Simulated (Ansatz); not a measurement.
# AlF2H5OSi: the cost of one run

All numbers below are computed with Ansatz 0.2.0 (RKS r2SCAN-D4/def2-SVP).

### 1 The structure to begin with

Bond lengths: Al1–O2 2.130 Å, O2–Si3 1.680 Å, Si3–H4 1.460 Å, Si3–H5 1.460 Å, Si3–H6 1.460 Å, Al1–F7 1.690 Å, Al1–F8 1.690 Å. Angles: Al1–O2–Si3 125.0°, O2–Al1–F7 120.0°, O2–Al1–F8 120.0°, F7–Al1–F8 120.0°, O2–Si3–H4 109.5°, O2–Si3–H5 109.5°, O2–Si3–H6 109.5°, H4–Si3–H5 109.4°, H4–Si3–H6 109.4°, H5–Si3–H6 109.4°.

Structure file:

```xyz
10

Al    0.0000    0.0000    0.0000
O     0.0000    0.0000    2.1300
Si   -1.3147   -0.4067    3.0936
H    -2.2390   -1.2403    2.3304
H    -0.8506   -1.1432    4.2657
H    -1.9987    0.8095    3.5233
F     1.4635    0.0000   -0.8450
F    -1.4635    0.0000   -0.8450
H     0.0834    1.7631    0.5865
H     0.0646    1.3656    1.5323
```

### 2 A restrained relaxation towards end A

Springs on the bonds that form and break draw the guess towards this end; the thresholds are loose.

Input file input.yaml:

```yaml
crystal:
  periodic: [false, false, false]
  atoms:
    - { symbol: Al, position_ang: [0.0, 0.0, 0.0] }
    - { symbol: O, position_ang: [0.0, 0.0, 2.13] }
    - { symbol: Si, position_ang: [-1.3147, -0.4067, 3.0936] }
    - { symbol: H, position_ang: [-2.239, -1.2403, 2.3304] }
    - { symbol: H, position_ang: [-0.8506, -1.1432, 4.2657] }
    - { symbol: H, position_ang: [-1.9987, 0.8095, 3.5233] }
    - { symbol: F, position_ang: [1.4635, 0.0, -0.845] }
    - { symbol: F, position_ang: [-1.4635, 0.0, -0.845] }
    - { symbol: H, position_ang: [0.0834, 1.7631, 0.5865] }
    - { symbol: H, position_ang: [0.0646, 1.3656, 1.5323] }
basis:
  gaussian: { orbitals: def2-SVP }
hamiltonian:
  xc: r2scan
  dispersion: d4
relax:
  f_tol: 0.15
  max_steps: 25
  restrain:
    - { distance: [0, 8], at: 2.76, k: 30.0 }
    - { distance: [9, 1], at: 2.21, k: 30.0 }
    - { distance: [0, 1], at: 1.78, k: 30.0 }
    - { distance: [9, 8], at: 0.66, k: 30.0 }
```

Started as:

```
ansatz run input.yaml --threads 4 --pin off --max-ram 5120MiB --backend cpu --events-out ev --progress --plain --runs-dir out
```

What time and memory should one allow on 4 threads of Arm Neoverse V2, shared host?

About 16 s, with a peak of 0.18 GiB.
